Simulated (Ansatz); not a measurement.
# ReSb: strong compression

How does ReSb (rocksalt type) answer strong compression? The runs shown use PAW. Its runs: cell relaxed at zero pressure (PAW); volume scaled by 1 (PAW); volume scaled by 0.88 (PAW); volume scaled by 0.78 (PAW); volume scaled by 0.68 (PAW); volume scaled by 0.58 (PAW); volume scaled by 0.5 (PAW); volume scaled by 0.43 (PAW and PAW (level accurate)).

Computed with Ansatz 0.2.0 (DFT LDA, with the methods named in each step, unless a step's input says otherwise).

## (1) Starting point

Symmetry: Fm-3m, No. 225, cubic system. The conventional cell has a = 5.557 Å, b = 5.557 Å, c = 5.557 Å, α = 90.00°, β = 90.00°, γ = 90.00°. Around Re (site symmetry m-3m) lie 6 Sb at 2.78 Å. Sb (site symmetry m-3m) is surrounded by 6 Re at 2.78 Å.

As a file:

```
Re Sb
1.0
     0.00000    2.77829    2.77829
     2.77829    0.00000    2.77829
     2.77829    2.77829    0.00000
Re Sb
1 1
Direct
  0.00000 0.00000 0.00000
  0.50000 0.50000 0.50000
```

Whether this phase is the stable one at these pressures isn't tested.

Atoms are numbered in the order of the input: Re1, Sb2.

## (2) Cell relaxed at zero pressure, PAW

Input file input.yaml:

```yaml
crystal:
  lattice:
    - [0.0, 2.7782923598, 2.7782923598]
    - [2.7782923598, 0.0, 2.7782923598]
    - [2.7782923598, 2.7782923598, 0.0]
  atoms:
    - { symbol: Re, position: [0.0, 0.0, 0.0] }
    - { symbol: Sb, position: [0.5, 0.5, 0.5] }
kpoints:
  mp_grid: { grid: [12, 12, 12] }
scf:
  occupations: { method: fermi_dirac, width: 0.08 }
hamiltonian:
  xc: lda
  pseudopotentials: { kind: paw }
output:
  forces: true
  stress: true
  write_density: true
  write_potential: true
  elf: true
  volumetric_format: npy
relax:
  f_tol: 0.005
  max_steps: 40
  cell: {}
```

Run with:

```sh
$ ansatz run input.yaml --threads 1 --pin off --max-ram 2048MiB --backend cpu --events-out ev --progress --plain --runs-dir out
```

The runs that follow: Volume scaled by 1, PAW; Volume scaled by 0.88, PAW; Volume scaled by 0.78, PAW; Volume scaled by 0.68, PAW; Volume scaled by 0.58, PAW; Volume scaled by 0.5, PAW; Volume scaled by 0.43, PAW; Volume scaled by 0.43, PAW (level accurate).

**Question.** What will these runs give? Wanted: PAW pressure at 0.43 of the volume; PAW; fitted bulk modulus at zero pressure.

**Answer**, as computed:

| quantity | value |
| --- | --- |
| PAW pressure at 0.43 of the volume | 930.3 GPa |
| PAW (level accurate) pressure at 0.43 of the volume | 927.1 GPa |
| fitted bulk modulus at zero pressure (PAW) | 174 GPa |
| its pressure derivative | 4.30 |

**Reading.** At 0.43 of the starting volume PAW gives 930 GPa. A third-order Birch-Murnaghan curve fits the range only roughly (B₀ = 174 GPa, B′ = 4.30, misfit at most 4.86 GPa). A fit over so wide a range leans to the high pressures, so B₀ can be off by several per cent. No all-electron run checks these rows here, and frozen cores can fail under such compression. The ions are at rest, and the electrons smeared by 0.08 eV. Spin-orbit coupling is left out, though the cell holds Re; in elements this heavy it can shift bands and gaps by tenths of an eV.

At pressures up to 930 GPa the PAW spheres may overlap and frozen cores may not hold, so those PAW values are rough without an all-electron check.
